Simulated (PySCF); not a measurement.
# 1,1,2-trifluoro-2-methylcyclopropane (C4H5F3): NMR shifts and spin-spin couplings

Aim: predict the NMR shifts and spin-spin couplings of 1,1,2-trifluoro-2-methylcyclopropane (C4H5F3) (`C[C@]1(F)CC1(F)F`).

The runs use PySCF 2.14.0, with density-fitted response routines of our own; the level of theory stands in each step. All values are computed, except where a source is named. Atoms count from 0, in the outputs and in this text.

**1. Starting geometry**

12 atoms, charge 0, multiplicity 1; geometry from: GFN2-xTB.

Bonds of the start (Å): C0–C1 1.50, C1–F2 1.37, C1–C3 1.51, C3–C4 1.49, C4–F5 1.34, C4–F6 1.35, C4–C1 1.50, C0–H7 1.09, C0–H8 1.09, C0–H9 1.09, C3–H10 1.08, C3–H11 1.08.

**2. Shielding tensors: PBE0/pcSseg-1**

The job: settings as JSON, then the geometry in Å.

```
{"job": {"kind": "nmr", "xc": "PBE0", "basis": "pcSseg-1"}, "charge": 0, "multiplicity": 1}
C      1.411326     0.013749    -0.540775
C      0.229135    -0.318352     0.327914
F      0.563387    -1.126509     1.379301
C     -1.158207    -0.534941    -0.240422
C     -0.861912     0.675444     0.584859
F     -1.420203     0.821159     1.796320
F     -0.798619     1.887049    -0.006672
H      2.207483     0.432519     0.071287
H      1.126915     0.739920    -1.296273
H      1.778615    -0.889479    -1.023681
H     -1.303957    -0.409801    -1.301421
H     -1.772764    -1.291444     0.223536
```

With the program's defaults for keys left out, this is: GIAO PBE0/pcSseg-1 NMR shielding, non-relativistic, gas phase.

What it wrote:

```text
coarse grid: 10704 points
cycle   1  E = -454.2458397963  dE =  1.088e+00  |g| = 7.899e-01  |ddm| = 3.050e+00
cycle   2  E = -454.1436237378  dE =  1.022e-01  |g| = 1.157e+00  |ddm| = 1.143e+00
cycle   3  E = -454.3500503871  dE = -2.064e-01  |g| = 8.406e-02  |ddm| = 7.246e-01
cycle   4  E = -454.3512939494  dE = -1.244e-03  |g| = 3.482e-02  |ddm| = 7.843e-02
cycle   5  E = -454.3515533718  dE = -2.594e-04  |g| = 7.661e-03  |ddm| = 3.195e-02
cycle   6  E = -454.3515642766  dE = -1.090e-05  |g| = 2.465e-03  |ddm| = 8.495e-03
cycle   7  E = -454.3515652642  dE = -9.876e-07  |g| = 4.755e-04  |ddm| = 1.735e-03
final grid: 106504 points
cycle   8  E = -454.4119982145  dE = -4.260e-05  |g| = 7.777e-03  |ddm| = 3.013e-02
cycle   9  E = -454.4119881435  dE =  1.007e-05  |g| = 1.115e-02  |ddm| = 1.369e-02
cycle  10  E = -454.4120111977  dE = -2.305e-05  |g| = 1.048e-03  |ddm| = 7.313e-03
cycle  11  E = -454.4120113898  dE = -1.921e-07  |g| = 1.918e-04  |ddm| = 8.330e-04
cycle  12  E = -454.4120113954  dE = -5.633e-09  |g| = 6.539e-05  |ddm| = 1.604e-04
cycle  13  E = -454.4120113961  dE = -7.248e-10  |g| = 1.538e-05  |ddm| = 6.616e-05
converged SCF energy = -454.4120113961

GIAO shielding tensors (ppm)
atom      isotropic    diamagn.    paramagn.     s11        s22        s33       span
  0 C      168.302     248.020     -79.718    152.002    165.216    187.688     35.686
  1 C      105.745     244.212    -138.467     63.835     75.176    178.223    114.388
  2 F      381.426     472.696     -91.270    329.841    382.556    431.879    102.038
  3 C      162.764     255.751     -92.988    145.563    153.146    189.582     44.018
  4 C       68.775     244.695    -175.920     38.566     57.104    110.656     72.091
  5 F      332.845     470.250    -137.405    215.141    344.115    439.278    224.137
  6 F      325.595     473.169    -147.574    202.770    348.487    425.527    222.758
  7 H       29.659      28.601       1.059     25.493     27.213     36.272     10.779
  8 H       30.596      29.908       0.688     25.791     29.605     36.392     10.601
  9 H       29.694      28.666       1.028     25.616     27.407     36.060     10.444
 10 H       30.641      31.062      -0.421     26.051     28.374     37.497     11.447
 11 H       30.034      29.984       0.050     25.741     27.548     36.814     11.073
```

Run time: 12 s. Hardware: 1 thread, shared host.

The references, computed at this level on geometries of the same kind, shield at (ppm): ¹H TMS 31.72, ¹³C TMS 186.9, ¹⁹F CFCl3 170.9. Their shielding less the atom's gives the shift. The references are single molecules in the gas phase, so shifts against H2O, NH3, PH3, H3PO4 or CFCl3 are not on the usual liquid scales and can be off by tens of ppm. Atoms listed in one row are averaged.

```tsv
atoms	environment	σ (ppm)	δ (ppm)	δ scaled to CDCl3
C4	three-membered-ring carbon bearing a halogen	68.8	118.1	113.4
C1	three-membered-ring carbon bearing a halogen	105.7	81.2	77.3
C3	three-membered-ring carbon	162.8	24.2	21.7
C0	methyl carbon	168.3	18.6	16.3
H7, H8, H9	hydrogen on a methyl carbon	29.98	1.73	1.74
H11	hydrogen on a three-membered-ring carbon	30.03	1.68	1.69
H10	hydrogen on a three-membered-ring carbon	30.64	1.08	1.12
F6	fluorine of a CF2 group	325.6	-154.6	–
F5	fluorine of a CF2 group	332.8	-161.9	–
F2	fluorine on an sp3 carbon	381.4	-210.5	–
```

The scaled column applies a straight-line fit of computed shieldings to shifts measured in CDCl3, and one for carbons that bear F (root-mean-square error 0.16 ppm for H, 1.9 ppm for C).

The run also stored atomic charges by several schemes (e):

```tsv
atoms	Mulliken	IAO	Hirshfeld	ESP fit
C0	-0.21	-0.44	-0.12	-0.58
C1	0.04	0.28	0.08	0.37
F2	-0.29	-0.30	-0.10	-0.23
C3	-0.23	-0.36	-0.11	-0.44
C4	0.52	0.54	0.16	0.39
F5	-0.26	-0.27	-0.09	-0.20
F6	-0.28	-0.29	-0.09	-0.20
```

Mayer bond orders: C0–C1 1.03, C1–F2 0.92, C1–C3 0.86, C3–C4 0.96, C4–F5 0.99, C4–F6 0.96, C4–C1 0.89.

Ring of atoms C1, C3, C4: NICS(0) -29.2, NICS(1) -6.3, NICS(1)zz -11.6 ppm (means of both faces; NICS(1) differs between them: -7.8 and -4.8).

The two faces differ (NICS(1)zz -14.5 and -8.8 ppm).

In rings of three or four atoms NICS is ruled by the nearby σ bonds, so it says little on aromaticity.

**3. Spin-spin couplings: B3LYP/pcJ-1**

The job, as its differences from that of step 2:

```diff
@@ -1,2 +1,2 @@
-{"job": {"kind": "nmr", "xc": "PBE0", "basis": "pcSseg-1"}, "charge": 0, "multiplicity": 1}
+{"job": {"kind": "j", "xc": "B3LYP", "basis": "pcJ-1"}, "charge": 0, "multiplicity": 1}
 C      1.411326     0.013749    -0.540775
```

Method: B3LYP/pcJ-1 indirect spin-spin coupling, non-relativistic, gas phase.

What it wrote:

```text
coarse grid: 10704 points
cycle   1  E = -454.7469119355  dE =  1.013e+00  |g| = 8.519e-01  |ddm| = 2.855e+00
cycle   2  E = -454.6019627720  dE =  1.449e-01  |g| = 1.322e+00  |ddm| = 1.251e+00
cycle   3  E = -454.8620250365  dE = -2.601e-01  |g| = 1.050e-01  |ddm| = 7.941e-01
cycle   4  E = -454.8638662541  dE = -1.841e-03  |g| = 4.862e-02  |ddm| = 9.973e-02
cycle   5  E = -454.8643559702  dE = -4.897e-04  |g| = 9.835e-03  |ddm| = 3.935e-02
cycle   6  E = -454.8643733928  dE = -1.742e-05  |g| = 3.137e-03  |ddm| = 1.023e-02
cycle   7  E = -454.8643748810  dE = -1.488e-06  |g| = 6.684e-04  |ddm| = 2.092e-03
final grid: 106504 points
cycle   8  E = -454.9264229493  dE = -1.786e-04  |g| = 7.842e-03  |ddm| = 1.839e-02
cycle   9  E = -454.9264104145  dE =  1.253e-05  |g| = 1.174e-02  |ddm| = 1.208e-02
cycle  10  E = -454.9264332841  dE = -2.287e-05  |g| = 9.086e-04  |ddm| = 7.311e-03
cycle  11  E = -454.9264333690  dE = -8.482e-08  |g| = 5.285e-04  |ddm| = 8.360e-04
cycle  12  E = -454.9264334230  dE = -5.401e-08  |g| = 5.864e-05  |ddm| = 3.269e-04
cycle  13  E = -454.9264334235  dE = -5.248e-10  |g| = 2.043e-05  |ddm| = 6.292e-05
converged SCF energy = -454.9264334235

Indirect spin-spin couplings (Hz)
  i      j    bonds     total        FC       PSO       DSO        SD
  0 C    1 C    1     49.826    50.755    -1.238     0.308         -
  0 C    2 F    2     20.515    22.301    -2.427    -0.050     0.691
  0 C    3 C    2     -0.184    -0.025    -0.153    -0.005         -
  0 C    4 C    2     -1.064    -1.048    -0.061     0.045         -
  0 C    5 F    3     -0.977    -1.199     0.115    -0.313     0.420
  0 C    6 F    3      4.570     5.282    -0.714     0.071    -0.069
  0 C    7 H    1    136.801   135.082     0.959     0.759         -
  0 C    8 H    1    134.223   132.460     0.973     0.789         -
  0 C    9 H    1    136.499   134.752     1.004     0.744         -
  0 C   10 H    3      4.603     4.558    -0.016     0.062         -
  0 C   11 H    3      1.562     1.593     0.383    -0.414         -
  1 C    2 F    1   -300.454  -337.513    17.981     1.089    17.990
  1 C    3 C    1     15.285    15.383    -0.410     0.312         -
  1 C    4 C    1     28.805    30.212    -1.844     0.437         -
  1 C    5 F    2      6.029     8.711    -2.460    -0.000    -0.222
  1 C    6 F    2      8.491     9.906     0.288     0.074    -1.776
  1 C    7 H    2     -8.220    -8.091    -0.272     0.143         -
  1 C    8 H    2     -0.059    -0.110    -0.119     0.170         -
  1 C    9 H    2     -7.798    -7.656    -0.273     0.132         -
  1 C   10 H    2     -0.485    -0.803     0.339    -0.021         -
  1 C   11 H    2     -4.446    -4.717     0.316    -0.045         -
  2 F    3 C    2     11.775    11.766     0.856    -0.051    -0.797
  2 F    4 C    2      8.077    13.399    -4.151     0.154    -1.325
  2 F    5 F    3      2.431     1.402     4.804     0.145    -3.920
  2 F    6 F    3     11.316     2.175    -4.687    -1.407    15.236
  2 F    7 H    3      8.068     7.097     1.420     0.018    -0.467
  2 F    8 H    3     44.886    45.751     1.161    -1.953    -0.074
  2 F    9 H    3      2.802     1.912     1.408    -0.258    -0.260
  2 F   10 H    3     10.344    10.196     2.260    -1.854    -0.258
  2 F   11 H    3     24.951    23.841     1.836     0.255    -0.981
  3 C    4 C    1     19.470    20.578    -1.465     0.356         -
  3 C    5 F    2      7.144     9.198    -1.107    -0.104    -0.842
  3 C    6 F    2      7.589     8.419    -0.125    -0.098    -0.607
  3 C    7 H    3      9.020     9.083     0.379    -0.442         -
  3 C    8 H    3      0.519     0.443     0.004     0.072         -
  3 C    9 H    3      3.559     3.610     0.019    -0.070         -
  3 C   10 H    1    166.154   164.570     0.569     1.015         -
  3 C   11 H    1    167.523   165.999     0.492     1.032         -
  4 C    5 F    1   -375.272  -373.183   -13.049     1.262     9.699
  4 C    6 F    1   -364.182  -367.095    -9.406     1.257    11.063
  4 C    7 H    3      2.716     2.713     0.009    -0.007         -
  4 C    8 H    3      1.071     1.025    -0.205     0.251         -
  4 C    9 H    3     11.549    11.573     0.268    -0.293         -
  4 C   10 H    2     -4.770    -4.882     0.077     0.036         -
  4 C   11 H    2     -4.904    -5.007     0.024     0.079         -
  5 F    6 F    2    141.939    11.082    61.962    -0.513    69.407
  5 F    7 H    4      1.264     1.325     0.711    -0.800     0.028
  5 F    8 H    4     -0.624    -0.013     0.707    -1.299    -0.020
  5 F    9 H    4      6.910     7.188     1.173    -1.532     0.082
  5 F   10 H    3      3.365     3.512     1.756    -1.897    -0.007
  5 F   11 H    3     15.231    14.372     1.758     0.148    -1.048
  6 F    7 H    4      2.224     2.620    -0.070    -0.164    -0.162
  6 F    8 H    4      4.247     3.765    -0.551     1.360    -0.328
  6 F    9 H    4      0.260    -0.106     1.650    -1.195    -0.088
  6 F   10 H    3     14.983    14.108     1.748     0.074    -0.946
  6 F   11 H    3      2.852     3.005     1.814    -1.916    -0.052
  7 H    8 H    2    -15.073   -15.215     2.462    -2.320         -
  7 H    9 H    2    -13.323   -13.471     2.576    -2.429         -
  7 H   10 H    4     -0.214    -0.148     1.504    -1.569         -
  7 H   11 H    4      2.317     2.417     1.813    -1.912         -
  8 H    9 H    2    -14.282   -14.422     2.575    -2.435         -
  8 H   10 H    4      0.622     0.560    -1.217     1.279         -
  8 H   11 H    4      0.585     0.641     1.588    -1.644         -
  9 H   10 H    4      0.400     0.445    -0.123     0.078         -
  9 H   11 H    4     -0.687    -0.607     0.931    -1.011         -
 10 H   11 H    2    -11.409   -11.648     2.912    -2.673         -
```

Run time: 40 s. Hardware: 1 thread, shared host.

Couplings of 1 Hz or more, nine at most for each number of bonds, with means over like pairs (isotopes 13C, 19F, 1H):

```tsv
pair	bonds	J (Hz)	Fermi contact (Hz)	dihedral (°)	measured size
C4–F5	1	-375.3	-373.2	–	–
C4–F6	1	-364.2	-367.1	–	–
C1–F2	1	-300.5	-337.5	–	–
C3–H11	1	167.5	166.0	–	–
C3–H10	1	166.2	164.6	–	–
C0–H7	1	135.8	134.1	–	–
C0–C1	1	49.8	50.8	–	–
C1–C4	1	28.8	30.2	–	–
C3–C4	1	19.5	20.6	–	–
F5–F6	2	141.9	11.1	–	168.7
C0–F2	2	20.5	22.3	–	–
H7–H8	2	-14.2	-14.4	–	–
F2–C3	2	11.8	11.8	–	–
H10–H11	2	-11.4	-11.6	–	–
C1–F6	2	8.5	9.9	–	–
F2–C4	2	8.1	13.4	–	–
C3–F6	2	7.6	8.4	–	–
C3–F5	2	7.1	9.2	–	–
F2–H11	3	25.0	23.8	1	–
F2–H7	3	18.6	18.3	–	–
F5–H11	3	15.2	14.4	-4	–
F6–H10	3	15.0	14.1	1	–
F2–F6	3	11.3	2.2	145	–
F2–H10	3	10.3	10.2	-145	–
C4–H7	3	5.1	5.1	–	–
C0–H10	3	4.6	4.6	-2	–
C0–F6	3	4.6	5.3	2	–
F5–H7	4	2.5	2.8	–	–
F6–H7	4	2.2	2.1	–	–
```

Measured values: solution; Gryff-Keller and Szczecinski, RSC Adv. 2016, 6, 82783.

The spin-dipole term was solved for some atoms only; pairs without it lack that part.

Shifts (PBE0/pcSseg-1, scaled to CDCl3) and these couplings together give the proton spectrum at 300 MHz below. H–H couplings in it are scaled by factors fitted to measured ones, so they differ from the table.

¹H NMR δ 1.74 (dt, J = 18.6, 2.4 Hz, 3H), 1.69 (m, 1H), 1.12 (m, 1H).

**4. Summary of results**

```
                                                              quantity                        value
                                ¹³C shifts against TMS (PBE0/pcSseg-1)  118.1, 81.2, 24.2, 18.6 ppm
¹H shifts against TMS (PBE0/pcSseg-1, means over atoms taken as alike)         1.73, 1.68, 1.08 ppm
                              ¹⁹F shifts against CFCl3 (PBE0/pcSseg-1)   -154.6, -161.9, -210.5 ppm
                           largest coupling of the table (B3LYP/pcJ-1)     ¹J(C,F) C4–F5, -375.3 Hz
```

**Reading.** Of the pairs tabulated at B3LYP/pcJ-1, C4–F5 couples most strongly (-375.3 Hz; Fermi contact -373.2 Hz). Couplings across rotatable bonds belong to this one conformer; where others are populated, the observed values are averages. Density functionals describe couplings to fluorine poorly, F–F couplings above all, so those rows are rough. The one measured coupling, F5–F6, differs from the computed size by 26.8 Hz; vibrational averaging and surroundings are not included.
